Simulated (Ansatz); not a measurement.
# CH₃F₃Ge: one species, many methods

An exercise on one series of results from a longer session: the logs are not shown, and one member is left open.

The runs use Ansatz 0.2.0, Gaussian basis; functionals in def2-TZVPP, the program's frozen cores in correlated methods.

Levels to be run: LDA (SPW92), PBE-D4, revPBE-D4, BLYP-D4, r2SCAN-D4, B97M-V, PBE0-D4, B3LYP-D4, r2SCANh-D4, r2SCAN0-D4, HSE06-D4, BHLYP-D4, CAM-B3LYP-D4, LC-ωPBE, ωB97X-V, ωB97M-V, B2PLYP, PBE-QIDH; CCSD(T)/def2-SVP; CCSD(T)/def2-TZVPP; MP2/def2-QZVPP; extrapolation to the limit; RPA on PBE.

### The relaxed structure

An earlier PBE0-D4 in a triple-zeta def2 set relaxation fixed the geometry.

SMILES `[CH3][Ge]([F])([F])[F]`, 8 atoms, charge 0, spin multiplicity 1.

Atoms are counted from 1 here; the program's logs count them from 0.

Bond lengths: C1–Ge2 1.911 Å, C1–H6 1.089 Å, C1–H7 1.089 Å, C1–H8 1.089 Å, Ge2–F3 1.714 Å, Ge2–F4 1.714 Å, Ge2–F5 1.714 Å. Angles: Ge2–C1–H6 109.2°, Ge2–C1–H7 109.2°, Ge2–C1–H8 109.2°, H6–C1–H7 109.7°, H6–C1–H8 109.7°, H7–C1–H8 109.7°, C1–Ge2–F3 113.3°, C1–Ge2–F4 113.3°, C1–Ge2–F5 113.2°, F3–Ge2–F4 105.4°, F3–Ge2–F5 105.4°, F4–Ge2–F5 105.4°.

Geometry (Å):

```xyz
8
charge 0, multiplicity 1
C    -0.8801   -0.2122    0.5567
Ge    0.7052    0.1523   -0.4456
F     2.1029   -0.5985    0.2020
F     0.6147   -0.3789   -2.0723
F     1.0825    1.8217   -0.5313
H    -1.0614   -1.2864    0.5634
H    -0.7489    0.1448    1.5776
H    -1.7228    0.3000    0.0937
```

The first run:

Contents of in.yaml:

```yaml
crystal:
  periodic: [false, false, false]
  atoms:
    - {symbol: C, position_ang: [-0.880138, -0.212181, 0.556726]}
    - {symbol: Ge, position_ang: [0.705247, 0.152299, -0.445604]}
    - {symbol: F, position_ang: [2.102889, -0.598506, 0.202041]}
    - {symbol: F, position_ang: [0.614734, -0.378913, -2.072310]}
    - {symbol: F, position_ang: [1.082471, 1.821715, -0.531317]}
    - {symbol: H, position_ang: [-1.061361, -1.286407, 0.563375]}
    - {symbol: H, position_ang: [-0.748909, 0.144819, 1.577608]}
    - {symbol: H, position_ang: [-1.722836, 0.299974, 0.093681]}
basis:
  gaussian: {orbitals: def2-TZVPP}
hamiltonian: {xc: lda}
output: {orbitals: {seedname: orbitals}}
```

Command:

```bash
> ansatz run in.yaml --threads 4 --pin off --events-out ev --progress --plain --max-ram 10444MiB
```

Steps of the session up to this table: LDA; PBE-D4 (GGA); revPBE-D4 (GGA); BLYP-D4 (GGA); r2SCAN-D4 (meta-GGA); B97M-V (meta-GGA); B3LYP-D4 (hybrid); r2SCANh-D4 (hybrid); r2SCAN0-D4 (hybrid); HSE06-D4 (hybrid); BHLYP-D4 (hybrid); CAM-B3LYP-D4 (range-separated); LC-ωPBE (range-separated); ωB97X-V (range-separated); ωB97M-V (range-separated); B2PLYP (double hybrid); PBE-QIDH (double hybrid).

One table of the session follows, with a row left open; its other results are not shown here.

```
  functional  HOMO (eV)  gap (eV)
 LDA (SPW92)      -9.15      7.60
      PBE-D4      -8.92      7.69
   revPBE-D4      -8.83      7.75
     BLYP-D4      -8.83      7.59
   r2SCAN-D4      -9.31      8.56
      B97M-V      -9.40      8.48
     PBE0-D4          ?         ?
    B3LYP-D4     -10.28      9.71
  r2SCANh-D4      -9.91      9.52
  r2SCAN0-D4     -10.78     10.94
    HSE06-D4     -10.11      9.58
    BHLYP-D4     -11.99     12.70
CAM-B3LYP-D4     -11.96     12.71
     LC-ωPBE     -13.27     15.45
     ωB97X-V     -12.91     14.91
     ωB97M-V     -12.80     14.47
```

Estimate the missing values for PBE0-D4.

As computed: HOMO (eV): -10.52; gap (eV): 10.36. In the column «HOMO (eV)» it lies between r2SCAN0-D4 (-10.78) and B3LYP-D4 (-10.28).
